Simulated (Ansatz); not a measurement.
# BGeH₃S: one structure at several levels

One table from this session's results is given with a row withheld; the runs are named, their logs left out.

Method: single points in def2-TZVPP; program: Ansatz 0.2.0, Gaussian basis.

Correlated methods freeze the cores. Filled d shells of the heavier atoms are correlated.

## Where the work starts

SMILES `[BH]1[S][GeH2]1`, 6 atoms, charge 0, spin multiplicity 1.

Atoms are counted from 1 here; the program's logs count them from 0.

Bond lengths: B1–S2 1.801 Å, B1–Ge3 2.096 Å, B1–H4 1.319 Å, S2–Ge3 2.438 Å, Ge3–H5 1.619 Å, Ge3–H6 1.533 Å. Angles: S2–B1–Ge3 77.0°, S2–B1–H4 142.5°, Ge3–B1–H4 140.3°, B1–S2–Ge3 56.9°, B1–Ge3–S2 46.1°, B1–Ge3–H5 117.4°, B1–Ge3–H6 112.3°, S2–Ge3–H5 91.0°, S2–Ge3–H6 95.9°, H5–Ge3–H6 115.6°.

As a file:

```xyz
6
charge 0, multiplicity 1
B    -0.7037   -0.9705   -0.1557
S     0.9822   -1.1774    0.4434
Ge   -0.0016    1.0005   -0.0382
H    -1.7721   -1.6468   -0.5296
H     1.2646    1.3980   -0.9648
H     0.0444    1.5165    1.4046
```

Set-up of the first run:

Contents of run/in.yaml:

```yaml
crystal:
  periodic: [false, false, false]
  atoms:
    - {symbol: B, position_ang: [-0.703700, -0.970500, -0.155700]}
    - {symbol: S, position_ang: [0.982200, -1.177400, 0.443400]}
    - {symbol: Ge, position_ang: [-0.001600, 1.000500, -0.038200]}
    - {symbol: H, position_ang: [-1.772100, -1.646800, -0.529600]}
    - {symbol: H, position_ang: [1.264600, 1.398000, -0.964800]}
    - {symbol: H, position_ang: [0.044400, 1.516500, 1.404600]}
basis:
  gaussian: {orbitals: def2-TZVPP}
correlation: {method: ccsd_t}
output: {forces: true}
```

No record of the launch command was kept for these runs.

Among the steps run: CCSD(T)/def2-TZVPP; PBE0-D4/def2-TZVPP; wB97M-V/def2-TZVPP; r2SCAN-D4/def2-TZVPP; PBE-D4/def2-TZVPP; revPBE-D4/def2-TZVPP; r2SCANh-D4/def2-TZVPP.

One of the session's tables, all rows but one given; the rest of the session is left out.

| method | RMS force component (eV/Å) | angle to CCSD(T) forces (°) | dipole (D) |
| --- | --- | --- | --- |
| CCSD(T) | 0.952 | reference | 1.47 |
| PBE0-D4 | 0.989 | 6.8 | 1.64 |
| wB97M-V | 1.048 | 6.2 | 1.73 |
| r2SCAN-D4 | 0.956 | 5.0 | 1.46 |
| PBE-D4 | 0.854 | 8.6 | 1.39 |
| revPBE-D4 | ? | ? | ? |
| r2SCANh-D4 | 0.996 | 5.6 | 1.54 |

Estimate the missing values for revPBE-D4.

**Answer.** RMS force component (eV/Å): 0.828; angle to CCSD(T) forces (°): 9.4; dipole (D): 1.41. In the column «RMS force component (eV/Å)» it is the lowest.
